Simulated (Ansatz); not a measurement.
**SnH₂S₂: taking an electron away**

How much energy removes an electron from SnH₂S₂ at fixed geometry? The cation is run at each level and the neutral's energy taken from earlier runs.

Method: unrestricted cation, the program's frozen cores in correlated methods; program: Ansatz 0.2.0, Gaussian basis.

Plan: UKS PBE-D4/def2-TZVPP; UKS r2SCAN-D4/def2-TZVPP; UKS PBE0-D4/def2-TZVPP; UKS B3LYP-D4/def2-TZVPP; UKS wB97X-V/def2-TZVPP; UKS wB97M-V/def2-TZVPP; UKS B2PLYP/def2-TZVPP; UHF-CCSD(T)/def2-TZVPP; UHF-MP2/def2-QZVPP; extrapolation to the limit; then −ε(HOMO) from the neutral's earlier runs with LDA (SPW92), PBE-D4, revPBE-D4, BLYP-D4, r2SCAN-D4, B97M-V, PBE0-D4, B3LYP-D4, r2SCANh-D4, r2SCAN0-D4, HSE06-D4, BHLYP-D4, CAM-B3LYP-D4, LC-ωPBE, ωB97X-V, ωB97M-V.

## 1. The relaxed structure

An earlier PBE0-D4 in a triple-zeta def2 set relaxation fixed the geometry. Sn takes the def2 core potential; no spin-orbit term is included.

5 atoms, charge 0, spin multiplicity 1.

Atoms are counted from 1 here; the program's logs count them from 0.

Bond lengths: S1–Sn2 2.439 Å, S1–H4 1.342 Å, Sn2–S3 2.439 Å, S3–H5 1.342 Å. Angles: Sn2–S1–H4 97.8°, S1–Sn2–S3 100.1°, Sn2–S3–H5 97.8°.

Coordinates:

```
S    -1.7942   -0.1003   -0.5097
Sn   -0.2058    1.6793   -0.0032
S     1.7783    0.3515    0.4940
H    -0.9679   -1.1416   -0.3225
H     1.2394   -0.8625    0.3000
```

## 2. Cation, UKS PBE-D4/def2-TZVPP

in.yaml

```yaml
crystal:
  periodic: [false, false, false]
  atoms:
    - {symbol: S, position_ang: [-1.794160, -0.100301, -0.509668]}
    - {symbol: Sn, position_ang: [-0.205756, 1.679346, -0.003157]}
    - {symbol: S, position_ang: [1.778288, 0.351506, 0.494014]}
    - {symbol: H, position_ang: [-0.967938, -1.141551, -0.322531]}
    - {symbol: H, position_ang: [1.239364, -0.862499, 0.300041]}
basis:
  gaussian: {orbitals: def2-TZVPP}
total_charge: 1
magnetization: {spin_polarized: true, initial_magnetization: 1}
hamiltonian: {xc: pbe, dispersion: d4}
```

On the command line:

```
$ ansatz run in.yaml --threads 4 --pin off --events-out ev --progress --plain --max-ram 10444MiB
```

Further steps of the session: Cation, UKS r2SCAN-D4/def2-TZVPP; Cation, UKS PBE0-D4/def2-TZVPP; Cation, UKS B3LYP-D4/def2-TZVPP; Cation, UKS wB97X-V/def2-TZVPP; Cation, UKS wB97M-V/def2-TZVPP; Cation, UKS B2PLYP (frozen core)/def2-TZVPP; Cation, UHF-CCSD(T)/def2-TZVPP; Cation, UHF-MP2/def2-QZVPP.

Before running them: what should the planned runs give, taken together? Wanted: ionisation energy, CCSD(T)/CBS; nearest functional by difference; nearest −ε(HOMO); −ε(HOMO) of PBE; T1 of the cation.

As calculated:

| quantity | value |
| --- | --- |
| ionisation energy, CCSD(T)/CBS | 9.47 eV |
| nearest functional by difference | ωB97X-V (-0.13 eV) |
| nearest −ε(HOMO) | ωB97X-V (-0.08 eV) |
| −ε(HOMO) of PBE | 6.25 eV |
| T1 of the cation | 0.021 |

**Reading.** By cation minus neutral, the functionals miss by 0.47 eV at most. −ε(HOMO) of PBE misses by 3.2 eV, since self-interaction lifts the level. Among orbital estimates ωB97X-V comes nearest. Hartree-Fock falls 1.04 eV short, as the neutral has more correlation energy than the cation. Correlated methods include outer-core shells of Sn, which these sets cover unevenly. With outer-core shells in play the reference is unsure by up to some tenths of an eV, so close misses can't be ranked.
